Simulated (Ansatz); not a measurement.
Predict the output of the script below (the Python package of Ansatz (0.2.0)).

`prototypes.py`:
```python
# -*- coding: utf-8 -*-
"""Structural preference of BaHg among simple prototypes."""

import ansatz as az
import numpy as np
import spglib


def cscl(a_site, b_site, a):
    return (
        az.Lattice.cubic(a)
        .space_group(221)
        .atom(a_site, [0, 0, 0])
        .atom(b_site, [0.5, 0.5, 0.5])
    )


def wurtzite(a_site, b_site, a):
    return (
        az.Lattice.from_parameters(a, a, 1.633 * a, alpha=90, beta=90, gamma=120)
        .space_group(186)
        .atom(a_site, [1 / 3, 2 / 3, 0])
        .atom(b_site, [1 / 3, 2 / 3, 0.375])
    )


def rocksalt(A, B, a):
    return az.Crystal.rocksalt(A, B, a=a)


def compute(name, crystal, relax=True):
    calc = (
        crystal.calculation()
        .basis(450)
        .functional("LDA")
        .scf(tolerance=1e-08)
        .kpoints(spacing=0.33)
        .occupations("gaussian", width=0.1)
        .stress()
        .band_table()
    )
    if relax:
        calc = calc.relax(force_tolerance=0.01, cell=True)
    return calc.run()

def bulk_modulus(name, outcome, step=0.015):
    # B = -V dP/dV from the pressures of two uniformly scaled cells, atoms held at their fractions
    pressure = []
    for factor in (1 - step, 1.0, 1 + step):
        cell = az.Crystal(lattice=az.Lattice.of(outcome.lattice.cell_ang * factor ** (1 / 3)))
        for site in outcome.report["lattice"]["sites"]:
            cell = cell.atom(site["symbol"], site["position_frac"])
        pressure.append(np.trace(compute(name, cell, relax=False).report["stress_gpa"]) / 3)
    slope, bend = (pressure[0] - pressure[2]) / (2 * step), abs(pressure[0] + pressure[2] - 2 * pressure[1])
    # a jump of mesh or basis between the cells shows as a kink: no modulus then
    return float(slope) if bend < 12 * step**2 * abs(slope) + 0.15 and abs(pressure[1]) < 1.5 else float("nan")


def space_group(outcome):
    sites = outcome.report["lattice"]["sites"]
    kinds = sorted({site["symbol"] for site in sites})
    cell = (outcome.lattice.cell_ang, [site["position_frac"] for site in sites], [kinds.index(site["symbol"]) for site in sites])
    return spglib.get_spacegroup(cell, symprec=0.01)


def volume_per_atom(outcome):
    return abs(np.linalg.det(outcome.lattice.cell_ang)) / len(outcome.lattice.sites)


def pressure_gpa(outcome):
    return float(np.trace(outcome.report["stress_gpa"]) / 3)

# starting lattice constants are rough guesses; the relaxation finds the rest
phases = {}
phases["CsCl"] = cscl("Ba", "Hg", 4.18)
phases["wurtzite"] = wurtzite("Ba", "Hg", 5.13)
phases["rocksalt"] = rocksalt("Ba", "Hg", 6.8)

done = {}
for name, crystal in phases.items():
    done[name] = compute(name, crystal)
    print(f"{name}: {done[name].report['energy_sigma0_ev']:.4f} eV, {len(done[name].lattice.sites)} atoms")

energy = {name: o.report["energy_sigma0_ev"] / len(o.lattice.sites) for name, o in done.items()}
lowest = min(energy.values())
rows = [(name, len(o.lattice.sites), 1000 * (energy[name] - lowest), space_group(o), volume_per_atom(o), pressure_gpa(o), bulk_modulus(name, o)) for name, o in done.items()]
rows.sort(key=lambda row: row[2])
print("     phase       atoms  dE (meV/atom)  space group  V (A^3/atom)     P (GPa)     B (GPa)")
for row in rows:
    print(f"{str(row[0]):>10}  {row[1]:10d}  {row[2]:13.1f}  {str(row[3]):>11}  {row[4]:12.3f}  {row[5]:10.2f}  {row[6]:10.0f}")
```

Output of `python prototypes.py`:
```text
DeckWarning: relax.cell: scf.convergence.dr2_threshold = 1e-8 eV is looser than the 2e-10 eV advised for a relaxation that steers and ends on the stress (1e-10 eV for each atom of the cell: 2). What an SCF threshold leaves in a stress goes as its square root, and in the free energy as the threshold itself, and one [...]
CsCl: -19303.1897 eV, 2 atoms
DeckWarning: relax.cell: scf.convergence.dr2_threshold = 1e-8 eV is looser than the 4e-10 eV advised for a relaxation that steers and ends on the stress (1e-10 eV for each atom of the cell: 4). What an SCF threshold leaves in a stress goes as its square root, and in the free energy as the threshold itself, and one [...]
wurtzite: -38604.6005 eV, 4 atoms
rocksalt: -19302.7554 eV, 2 atoms
DeckWarning: output.stress: scf.convergence.dr2_threshold = 1e-8 eV is looser than the 2e-10 eV advised for a printed stress (1e-10 eV for each atom of the cell: 2). What an SCF threshold leaves in a stress goes as its square root, and in the free energy as the threshold itself, and one threshold admits the most on a [...]
DeckWarning: output.stress: scf.convergence.dr2_threshold = 1e-8 eV is looser than the 4e-10 eV advised for a printed stress (1e-10 eV for each atom of the cell: 4). What an SCF threshold leaves in a stress goes as its square root, and in the free energy as the threshold itself, and one threshold admits the most on a [...]
     phase       atoms  dE (meV/atom)  space group  V (A^3/atom)     P (GPa)     B (GPa)
      CsCl           2            0.0  Pm-3m (221)        32.743       -0.02          33
  rocksalt           2          217.2  Fm-3m (225)        39.304       -0.03          24
  wurtzite           4          444.8  P6_3mc (186)        42.730        0.00          20
```
(Warnings from the package without file and line, shortened.)

By space group at the end of each run: Pm-3m (+0 meV an atom, 32.7 Å³), Fm-3m (+217 meV an atom, 39.3 Å³) and P6_3mc (+445 meV an atom, 42.7 Å³).

What to keep in mind:
- Absolute energies stand on the zero of these potentials, so only differences at equal settings mean something.
- Pressure is positive in compression.
- Spin-orbit coupling, which matters for elements this heavy, is left out.
- The cells are built on prototypes, so most aren't the phase found in nature. Rows bear the name of their start, and a relaxation keeps or raises the symmetry. Differences under about 40 meV an atom lie within the error of mesh and functional.
- Timing: 46 s on 1 thread of AMD EPYC 9R45 96-Core Processor (Zen 5) (shared host), peak memory 0.52 GiB.

(A comment or docstring line of the script was reworded after the run, the code is as it ran; lines on the test bed's own set-up are left out of the output.)
